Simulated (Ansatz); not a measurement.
**C4H11B: a ladder of functionals and wavefunction methods**

An exercise on one series of results from a longer session: the logs are not shown, and one member is left open.

Program: Ansatz 0.2.0, Gaussian basis. Level of theory: functionals in def2-TZVPP, the program's frozen cores in correlated methods. These are calculated values, not measurements.

The runs, in order: LDA (SPW92), PBE-D4, revPBE-D4, BLYP-D4, r2SCAN-D4, B97M-V, PBE0-D4, B3LYP-D4, r2SCANh-D4, r2SCAN0-D4, HSE06-D4, BHLYP-D4, CAM-B3LYP-D4, LC-ωPBE, ωB97X-V, ωB97M-V, B2PLYP, PBE-QIDH; CCSD(T)/def2-SVP; CCSD(T)/def2-TZVPP; MP2/def2-QZVPP; extrapolation to the limit; RPA on PBE.

### The relaxed structure

The geometry comes from an earlier relaxation with PBE0-D4 in a triple-zeta def2 set; it is a stationary point, not always the lowest conformer.

SMILES `BC(C)(C)C`, 16 atoms, charge 0, spin multiplicity 1.

Atoms are counted from 1 here; the program's logs count them from 0.

Bond lengths: B1–C2 1.555 Å, B1–H6 1.199 Å, B1–H7 1.199 Å, C2–C3 1.551 Å, C2–C4 1.525 Å, C2–C5 1.525 Å, C3–H8 1.096 Å, C3–H9 1.094 Å, C3–H10 1.094 Å, C4–H11 1.096 Å, C4–H12 1.093 Å, C4–H13 1.093 Å, C5–H14 1.093 Å, C5–H15 1.096 Å, C5–H16 1.093 Å. Angles: C2–B1–H6 120.4°, C2–B1–H7 120.4°, H6–B1–H7 118.9°, B1–C2–C3 97.5°, B1–C2–C4 114.8°, B1–C2–C5 114.8°, C3–C2–C4 109.0°, C3–C2–C5 109.0°, C4–C2–C5 110.7°, C2–C3–H8 108.5°, C2–C3–H9 112.4°, C2–C3–H10 112.4°, H8–C3–H9 107.4°, H8–C3–H10 107.5°, H9–C3–H10 108.5°, C2–C4–H11 110.9°, C2–C4–H12 111.2°, C2–C4–H13 111.4° and more.

Coordinates:

```xyz
16
C4H11B
B    -0.3551    1.2694   -0.9701
C    -0.0952    0.0076   -0.0992
C     1.0290    0.6020    0.7879
C     0.4550   -1.1931   -0.8611
C    -1.2627   -0.4075    0.7892
H     0.2927    1.4679   -1.9598
H    -1.1248    2.1126   -0.6025
H     1.3534   -0.1666    1.4984
H     0.6887    1.4634    1.3698
H     1.9049    0.9005    0.2049
H     0.7832   -1.9779   -0.1700
H    -0.3055   -1.6293   -1.5147
H     1.3078   -0.9141   -1.4847
H    -2.0869   -0.8128    0.1958
H    -0.9569   -1.1839    1.4997
H    -1.6507    0.4393    1.3607
```

The first run:

Contents of in.yaml:

```yaml
crystal:
  periodic: [false, false, false]
  atoms:
    - {symbol: B, position_ang: [-0.355110, 1.269393, -0.970088]}
    - {symbol: C, position_ang: [-0.095169, 0.007563, -0.099207]}
    - {symbol: C, position_ang: [1.029019, 0.601992, 0.787906]}
    - {symbol: C, position_ang: [0.454963, -1.193140, -0.861071]}
    - {symbol: C, position_ang: [-1.262746, -0.407502, 0.789188]}
    - {symbol: H, position_ang: [0.292703, 1.467854, -1.959770]}
    - {symbol: H, position_ang: [-1.124802, 2.112588, -0.602511]}
    - {symbol: H, position_ang: [1.353372, -0.166564, 1.498372]}
    - {symbol: H, position_ang: [0.688736, 1.463374, 1.369824]}
    - {symbol: H, position_ang: [1.904942, 0.900497, 0.204932]}
    - {symbol: H, position_ang: [0.783188, -1.977934, -0.169981]}
    - {symbol: H, position_ang: [-0.305456, -1.629289, -1.514667]}
    - {symbol: H, position_ang: [1.307841, -0.914073, -1.484693]}
    - {symbol: H, position_ang: [-2.086930, -0.812828, 0.195827]}
    - {symbol: H, position_ang: [-0.956889, -1.183924, 1.499727]}
    - {symbol: H, position_ang: [-1.650662, 0.439293, 1.360710]}
basis:
  gaussian: {orbitals: def2-TZVPP}
hamiltonian: {xc: lda}
output: {orbitals: {seedname: orbitals}}
```

On the command line:

```bash
ansatz run in.yaml --threads 4 --pin off --events-out ev --progress --plain --max-ram 10444MiB
```

Steps of the session up to this table: LDA; PBE-D4 (GGA); revPBE-D4 (GGA); BLYP-D4 (GGA); r2SCAN-D4 (meta-GGA); B97M-V (meta-GGA); B3LYP-D4 (hybrid); r2SCANh-D4 (hybrid); r2SCAN0-D4 (hybrid); HSE06-D4 (hybrid); BHLYP-D4 (hybrid); CAM-B3LYP-D4 (range-separated); LC-ωPBE (range-separated); ωB97X-V (range-separated); ωB97M-V (range-separated); B2PLYP (double hybrid); PBE-QIDH (double hybrid).

One of the session's tables, all rows but one given; the rest of the session is left out.

It belongs to the step «Frontier levels by functional». 

| functional | HOMO (eV) | gap (eV) |
| --- | --- | --- |
| LDA (SPW92) | -6.89 | 4.43 |
| PBE-D4 | -6.81 | 4.64 |
| revPBE-D4 | -6.77 | 4.73 |
| BLYP-D4 | -6.74 | 4.71 |
| r2SCAN-D4 | -7.05 | 5.30 |
| B97M-V | -7.22 | 5.30 |
| PBE0-D4 | -8.11 | 6.97 |
| B3LYP-D4 | ? | ? |
| r2SCANh-D4 | -7.54 | 6.13 |
| r2SCAN0-D4 | -8.27 | 7.37 |
| HSE06-D4 | -7.70 | 6.18 |
| BHLYP-D4 | -9.38 | 9.26 |
| CAM-B3LYP-D4 | -9.53 | 9.45 |
| LC-ωPBE | -10.84 | 12.01 |
| ωB97X-V | -10.51 | 11.54 |
| ωB97M-V | -10.40 | 11.12 |

Q: Estimate the row for B3LYP-D4 from the others.

Worked estimate for «HOMO (eV)». Against the share of exact exchange, BLYP-D4 (0, -6.74), BHLYP-D4 (0.5, -9.38) give a slope of -5.28 per unit share; at 0.2 the line stands at -7.80.

The run gave: HOMO (eV): -7.93; gap (eV): 6.55. In «HOMO (eV)» the line misses by +0.13.
